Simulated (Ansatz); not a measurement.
**N2 on C(100)-2x1, partly H-covered, underside capped with H: molecular dynamics**

Aim: shoot the molecule at the surface and see whether it bounces, sticks or breaks. Runs: 280 steps of 0.5 fs at constant energy. The slab cell is 2×2, and the molecule starts well above it. It comes in with 0.1 eV at 40° from the normal, on a surface at rest.

Program: Ansatz 0.2.0. Level of theory: DFT PBE+D3(BJ), plane waves, PAW, scalar-relativistic, no spin polarisation. These are calculated values, not measurements.

### Step 1. The structure to begin with

The cell holds 32 atoms (C20H10N2): a = 5.049 Å, b = 5.049 Å, c = 17.836 Å, α = 90.00°, β = 90.00°, γ = 90.00°.

Its coordinates follow in the input file.

### Step 2. Dynamics

280 steps of 0.5 fs at constant energy.

input.yaml

```yaml
crystal:
  lattice:
    - [5.048742, 0.0, 0.0]
    - [0.0, 5.048742, 0.0]
    - [0.0, 0.0, 17.835561]
  atoms:
    - { symbol: H, position: [0.4277868, 0.0, 0.0560678] }
    - { symbol: H, position: [0.0722132, 0.0, 0.0560678] }
    - { symbol: H, position: [0.9277868, 0.0, 0.0560678] }
    - { symbol: H, position: [0.5722132, 0.0, 0.0560678] }
    - { symbol: H, position: [0.4277868, 0.5, 0.0560678] }
    - { symbol: H, position: [0.0722132, 0.5, 0.0560678] }
    - { symbol: H, position: [0.9277868, 0.5, 0.0560678] }
    - { symbol: H, position: [0.5722132, 0.5, 0.0560678] }
    - { symbol: C, position: [0.25, 0.0, 0.091654] }
    - { symbol: C, position: [0.75, 0.0, 0.091654] }
    - { symbol: C, position: [0.25, 0.5, 0.091654] }
    - { symbol: C, position: [0.75, 0.5, 0.091654] }
    - { symbol: C, position: [0.25, 0.25, 0.1416945] }
    - { symbol: C, position: [0.75, 0.25, 0.1416945] }
    - { symbol: C, position: [0.25, 0.75, 0.1416945] }
    - { symbol: C, position: [0.75, 0.75, 0.1416945] }
    - { symbol: C, position: [0.0, 0.25, 0.1917349] }
    - { symbol: C, position: [0.5, 0.25, 0.1917349] }
    - { symbol: C, position: [0.0, 0.75, 0.1917349] }
    - { symbol: C, position: [0.5, 0.75, 0.1917349] }
    - { symbol: C, position: [0.0, 0.0, 0.2417754] }
    - { symbol: C, position: [0.5, 0.0, 0.2417754] }
    - { symbol: C, position: [0.0, 0.5, 0.2417754] }
    - { symbol: C, position: [0.5, 0.5, 0.2417754] }
    - { symbol: C, position: [0.25, 0.0969069, 0.2895732] }
    - { symbol: C, position: [0.75, 0.0969069, 0.2895732] }
    - { symbol: C, position: [0.25, 0.4030931, 0.2693888] }
    - { symbol: C, position: [0.75, 0.4030931, 0.2693888] }
    - { symbol: H, position: [0.25, 0.4791182, 0.3271868] }
    - { symbol: H, position: [0.75, 0.4791182, 0.3271868] }
    - { symbol: "N", position: [0.4914335, 0.2440514, 0.5042567] }
    - { symbol: "N", position: [0.3446104, 0.4181964, 0.5098635] }
basis:
  ecutwfc: 420.0
kpoints:
  mp_grid: { grid: [2, 2, 1] }
hamiltonian:
  xc: pbe
  dispersion: d3bj
  pseudopotentials: { kind: paw, azcp: { folder: soft_1 } }
scf:
  occupations: { method: fermi_dirac, width: 0.05 }
  lower_state_search: "off"
md:
  timestep: 0.5
  n_steps: 280
  ensemble: nve
  initial_velocities: zero
  seed: 236496
  initial_site_velocities:
    - { site: 30, velocity: [0.005335, 0.0, -0.006358] }
    - { site: 31, velocity: [0.005335, 0.0, -0.006358] }
  constraints: [{ sites: [0, 1, 2, 3, 4, 5, 6, 7, 8, 9, 10, 11, 12, 13, 14, 15] }]
```

Run with:

```sh
$ ansatz run input.yaml --threads 1 --pin off --max-ram 3072MiB --backend cpu --events-out ev --progress --plain --runs-dir out
```

Q: Predict the outcome of this session. Wanted: lowest height of the centre of mass; shortest distance to a slab atom; temperature, first and last step; temperature, second half; potential energy, second half; largest change of the total energy; mean square displacement, second half.

**Answer**, as computed:

```
                             quantity                                                 value
  lowest height of the centre of mass  2.38 Å over the top layer's first level, at 140.0 fs
     shortest distance to a slab atom                                                2.34 Å
                               length                                   280 steps of 0.5 fs
     temperature, first and last step                                         48 and 2052 K
             temperature, second half                       mean 1433 K, from 770 to 2100 K
        potential energy, second half                           -90 meV/atom from the start
   largest change of the total energy                                         0.40 meV/atom
mean square displacement, second half                          N 0.790, H 0.167, C 0.040 Å²
```

What this shows: The molecule's centre of mass comes down from 3.21 Å to 2.38 Å and is still falling when the run ends, so its fate is open. Its shortest distance to a slab atom is 2.34 Å. The total energy strays from its start by at most 0.40 meV/atom, 0.4 % of the mean kinetic energy, so a step of 0.5 fs is short enough over this time. The printed temperature only measures the kinetic energy here. Kinetic energy grows to 2.9 eV on average, more than the molecule brought: the slab or molecule was not relaxed and heats itself. The run is too short to decide the outcome. 140 fs on 32 atoms is far too short and small for converged averages. The nuclei move classically, without zero-point motion, which matters most for hydrogen.
